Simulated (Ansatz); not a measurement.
This script for the Python package of Ansatz (0.2.0) starts 5 runs on C₃H₄BCl, SMILES C#CB(C)Cl. What input does the engine get in each?

The script, `c3h4bcl_methods.py`:
```python
"""One geometry of C3H4BCl, method by method."""

from pathlib import Path

import ansatz as az
import numpy as np

GEOMETRY = """
C     2.02720    1.23330    0.52240
C     0.99260    0.77620    0.02170
B    -0.28740    0.14480   -0.61230
C    -0.98840   -0.95530    0.19710
Cl   -0.81040    0.66690   -2.29180
H     2.84120    1.73230    0.93780
H    -0.37200   -1.82830    0.41290
H    -1.89200   -1.29150   -0.40620
H    -1.42240   -0.52470    1.20140
"""

mol = az.Crystal.molecule()
for line in GEOMETRY.strip().splitlines():
    symbol, *xyz = line.split()
    mol = mol.atom(symbol, [float(v) for v in xyz])

job = mol.calculation().basis(gaussian="def2-SVP")

print("functional    E (Ha)        dipole (D)   HOMO (eV)  LUMO (eV)")
for name in ["r2scan0", "hse06", "hf", "cam_b3lyp", "blyp"]:
    r = job.functional(name).forces().orbitals().run(runs_dir="runs").report
    lines = Path(r["orbitals_path"]).read_text().splitlines()
    field_of = lambda key: [line.split("=")[1].strip() for line in lines if line.startswith(key)]
    orbitals = [(27.211386 * float(e), s, float(n)) for e, s, n in zip(field_of("Ene="), field_of("Spin="), field_of("Occup="))]
    homo = max(e for e, _, n in orbitals if n > 0.5)
    lumo = min(e for e, _, n in orbitals if n < 0.5)
    dipole = 4.803205 * np.linalg.norm(r["charge_distribution"]["dipole_moment_e_ang"])
    print(f"{name:10s} {r['free_energy_ev'] / 27.211386246:14.6f} {dipole:9.3f} {homo:11.3f} {lumo:10.3f}")
```

Run 1:
```yaml
crystal:
  periodic: [false, false, false]
  atoms:
    - { symbol: C, position_ang: [2.0272, 1.2333, 0.5224] }
    - { symbol: C, position_ang: [0.9926, 0.7762, 0.0217] }
    - { symbol: B, position_ang: [-0.2874, 0.1448, -0.6123] }
    - { symbol: C, position_ang: [-0.9884, -0.9553, 0.1971] }
    - { symbol: Cl, position_ang: [-0.8104, 0.6669, -2.2918] }
    - { symbol: H, position_ang: [2.8412, 1.7323, 0.9378] }
    - { symbol: H, position_ang: [-0.372, -1.8283, 0.4129] }
    - { symbol: H, position_ang: [-1.892, -1.2915, -0.4062] }
    - { symbol: H, position_ang: [-1.4224, -0.5247, 1.2014] }
basis:
  gaussian:
    orbitals: def2-SVP
hamiltonian:
  xc: r2scan0
output:
  orbitals: {}
  forces: true
```

Run 2, against run 1:
```diff
-  xc: r2scan0
+  xc: hse06
```

Run 3, against run 1:
```diff
-  xc: r2scan0
+  xc: hf
```

Run 4, against run 1:
```diff
-  xc: r2scan0
+  xc: cam_b3lyp
```

Run 5, against run 1:
```diff
-  xc: r2scan0
+  xc: blyp
```

```console
$ python c3h4bcl_methods.py
functional    E (Ha)        dipole (D)   HOMO (eV)  LUMO (eV)
r2scan0       -601.367921     1.733      -8.318     -1.833
hse06         -601.158083     1.634      -7.715     -2.335
hf            -599.854937     1.851     -10.901      1.732
cam_b3lyp     -601.427722     1.571      -9.422     -0.761
blyp          -601.433820     1.384      -6.598     -2.569
```

Total energies depend on the basis set; only differences at equal settings carry meaning. The geometry is a force-field or estimated start, not a minimum of this method, and the basis set is short of its limit. A lower total doesn't mark the better method: functionals have no common bound, and MP2 and coupled cluster aren't variational. Levels such as HOMO and LUMO are orbital energies: with these approximate functionals they aren't the ionisation energy and electron affinity, and their gap isn't the fundamental gap. hse06 follows the composition of plane-wave codes, whose totals differ by tens of mHa, up to about 0.1 Ha, from the form usual in Gaussian-basis programs (wpbeh). Run time: 20 s on 1 thread of Arm Neoverse V1, on a shared host, peak memory 0.28 GiB.

(Lines on the test bed's own set-up are left out of the output.)
